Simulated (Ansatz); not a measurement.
**HfPdSe3: one candidate of a structure search**

Computed with Ansatz 0.2.0 (DFT PBE, scalar-relativistic, plane waves, PAW, unless a step's input says otherwise).

**1. The system as given**

It takes space group Pm-3m (No. 221, cubic). Conventional cell: a = 5.182 Å, b = 5.182 Å, c = 5.182 Å, α = 90.00°, β = 90.00°, γ = 90.00°. Hf (site symmetry m-3m) has 6 Se at 2.59 Å as nearest neighbours. Pd (site symmetry m-3m) has 12 Se at 3.66 Å as nearest neighbours. Around Se (site symmetry 4/mmm) lie 2 Hf at 2.59 Å and 4 Pd at 3.66 Å.

Structure file:

```
CELL_PARAMETERS angstrom
5.18211 0.00000 0.00000
0.00000 5.18211 0.00000
0.00000 0.00000 5.18211
ATOMIC_POSITIONS crystal
Hf 0.00000 0.00000 0.00000
Pd 0.50000 0.50000 0.50000
Se 0.50000 0.00000 0.00000
Se 0.00000 0.50000 0.00000
Se 0.00000 0.00000 0.50000
```

A structure generator made this guess: random cell by space group and Wyckoff sites (Pm-3m, No. 221). Its size is a rough estimate.

**2. Probe: one point on a coarse mesh**

Input file input.yaml:

```yaml
crystal:
  lattice:
    - [5.18211155, 0.0, 0.0]
    - [0.0, 5.18211155, 0.0]
    - [0.0, 0.0, 5.18211155]
  atoms:
    - { symbol: Hf, position: [0.0, 0.0, 0.0] }
    - { symbol: Pd, position: [0.5, 0.5, 0.5] }
    - { symbol: Se, position: [0.5, 0.0, 0.0] }
    - { symbol: Se, position: [0.0, 0.5, 0.0] }
    - { symbol: Se, position: [0.0, 0.0, 0.5] }
basis:
  ecutwfc: 420
kpoints:
  mp_grid: { grid: [4, 4, 4] }
hamiltonian:
  xc: pbe
scf:
  occupations: { method: gaussian, width: 0.1 }
  lower_state_search: "off"
output:
  forces: true
  stress: true
  eigenvalues: true
```

Command:

```sh
> ansatz run input.yaml --threads 1 --pin off --max-ram 2048MiB --backend cpu --events-out ev --progress --plain --runs-dir out
```

Q: Estimate wall time and peak memory on 1 thread of AMD EPYC 9R45 (Zen 5), shared host.

About 1.9 s, with a peak of 0.5 GiB.
